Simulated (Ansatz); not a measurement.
**CH₅BClFOSi: how energies converge with the basis set**

The task here is to estimate one member of a computed series from the others.

The runs use Ansatz 0.2.0, Gaussian basis; one geometry, several basis sets.

The runs, in order: PBE0-D4/def2-SVP; ωB97M-V/def2-SVP; PBE0-D4/def2-QZVPP; ωB97M-V/def2-QZVPP; the functionals' def2-TZVPP values are taken from earlier runs.

**Structure used throughout**

An earlier PBE0-D4 in a triple-zeta def2 set relaxation fixed the geometry.

SMILES `OCB(F)[SiH2]Cl`, 11 atoms, charge 0, spin multiplicity 1.

Atoms are counted from 1 here; the program's logs count them from 0.

Bond lengths: O1–C2 1.415 Å, O1–H7 0.962 Å, C2–B3 1.566 Å, C2–H8 1.104 Å, C2–H9 1.099 Å, B3–F4 1.326 Å, B3–Si5 2.044 Å, Si5–Cl6 2.083 Å, Si5–H10 1.484 Å, Si5–H11 1.484 Å. Angles: C2–O1–H7 108.8°, O1–C2–B3 115.8°, O1–C2–H8 112.2°, O1–C2–H9 106.7°, B3–C2–H8 109.3°, B3–C2–H9 107.7°, H8–C2–H9 104.4°, C2–B3–F4 118.2°, C2–B3–Si5 122.3°, F4–B3–Si5 119.5°, B3–Si5–Cl6 105.4°, B3–Si5–H10 113.2°, B3–Si5–H11 114.3°, Cl6–Si5–H10 107.5°, Cl6–Si5–H11 106.7°, H10–Si5–H11 109.3°.

Set-up of the first run:

Input file in.yaml:

```yaml
crystal:
  periodic: [false, false, false]
  atoms:
    - {symbol: O, position_ang: [-1.237143, 1.409691, -0.027055]}
    - {symbol: C, position_ang: [-1.461699, 0.033348, 0.211361]}
    - {symbol: B, position_ang: [-0.236872, -0.910005, -0.035135]}
    - {symbol: F, position_ang: [-0.428455, -2.220204, 0.043361]}
    - {symbol: Si, position_ang: [1.634900, -0.188002, -0.427557]}
    - {symbol: Cl, position_ang: [1.979087, 1.267972, 1.021125]}
    - {symbol: H, position_ang: [-0.508696, 1.705495, 0.527925]}
    - {symbol: H, position_ang: [-1.869648, -0.154196, 1.220477]}
    - {symbol: H, position_ang: [-2.265615, -0.277535, -0.469769]}
    - {symbol: H, position_ang: [1.741246, 0.468538, -1.754465]}
    - {symbol: H, position_ang: [2.718495, -1.192102, -0.289568]}
basis:
  gaussian: {orbitals: def2-SVP}
hamiltonian: {xc: pbe0, dispersion: d4}
output: {orbitals: {seedname: orbitals}}
```

Steps of the session up to this table: PBE0-D4 in def2-SVP; ωB97M-V in def2-SVP; PBE0-D4 in def2-QZVPP; ωB97M-V in def2-QZVPP.

One table of the session follows, with a row left open; its other results are not shown here.

It belongs to the step «Density functionals: the series». 

```
functional       basis  HOMO (eV)  LUMO (eV)
   PBE0-D4    def2-SVP      -7.52      -1.79
   PBE0-D4  def2-TZVPP      -7.68      -1.90
   PBE0-D4  def2-QZVPP          ?          ?
   ωB97M-V    def2-SVP      -9.80       0.28
   ωB97M-V  def2-TZVPP      -9.95       0.09
   ωB97M-V  def2-QZVPP      -9.99       0.00
```

**Question.** Estimate the row for PBE0-D4, def2-QZVPP.

As computed: HOMO (eV): -7.71; LUMO (eV): -1.94. In the column «HOMO (eV)» it lies between ωB97M-V, def2-SVP (-9.80) and PBE0-D4, def2-TZVPP (-7.68).
